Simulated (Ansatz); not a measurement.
# Li4In: the cost of one run

Method: DFT PBE, scalar-relativistic, plane waves, PAW, in Ansatz 0.2.0.

## 1. The system as given

It takes space group Im-3m (No. 229, cubic). Conventional cell: a = 5.242 Å, b = 5.242 Å, c = 5.242 Å, α = 90.00°, β = 90.00°, γ = 90.00°. Around Li (site symmetry -3m) lie 2 In at 2.27 Å. In (site symmetry m-3m) has 8 Li at 2.27 Å as nearest neighbours.

Coordinates:

```
Li In
1.0
    -2.62088    2.62088    2.62088
     2.62088   -2.62088    2.62088
     2.62088    2.62088   -2.62088
Li In
4 1
Cartesian
  1.3104 1.3104 -1.3104
  1.3104 -1.3104 1.3104
  -1.3104 1.3104 1.3104
  1.3104 1.3104 1.3104
  0.0000 0.0000 0.0000
```

Recipe of the guess: species swapped into a database cell of CrGa4 (Im-3m, No. 229), with In on the Cr sites and Li on the Ga sites. The dimensions are guesses.

## 2. Probe: one point on a coarse mesh

input.yaml

```yaml
crystal:
  lattice:
    - [-2.62088258, 2.62088258, 2.62088258]
    - [2.62088258, -2.62088258, 2.62088258]
    - [2.62088258, 2.62088258, -2.62088258]
  atoms:
    - { symbol: Li, position: [0.0, 0.0, 0.5] }
    - { symbol: Li, position: [0.0, 0.5, 0.0] }
    - { symbol: Li, position: [0.5, 0.0, 0.0] }
    - { symbol: Li, position: [0.5, 0.5, 0.5] }
    - { symbol: In, position: [0.0, 0.0, 0.0] }
basis:
  ecutwfc: 420
kpoints:
  mp_grid: { grid: [6, 6, 6] }
hamiltonian:
  xc: pbe
scf:
  occupations: { method: gaussian, width: 0.1 }
  lower_state_search: "off"
output:
  forces: true
  stress: true
  eigenvalues: true
```

Started as:

```
$ ansatz run input.yaml --threads 1 --pin off --max-ram 2048MiB --backend cpu --events-out ev --progress --plain --runs-dir out
```

What time and memory should one allow on 1 thread of Arm Neoverse V1, shared host?

About 1.5 s, with a peak of 0.32 GiB.
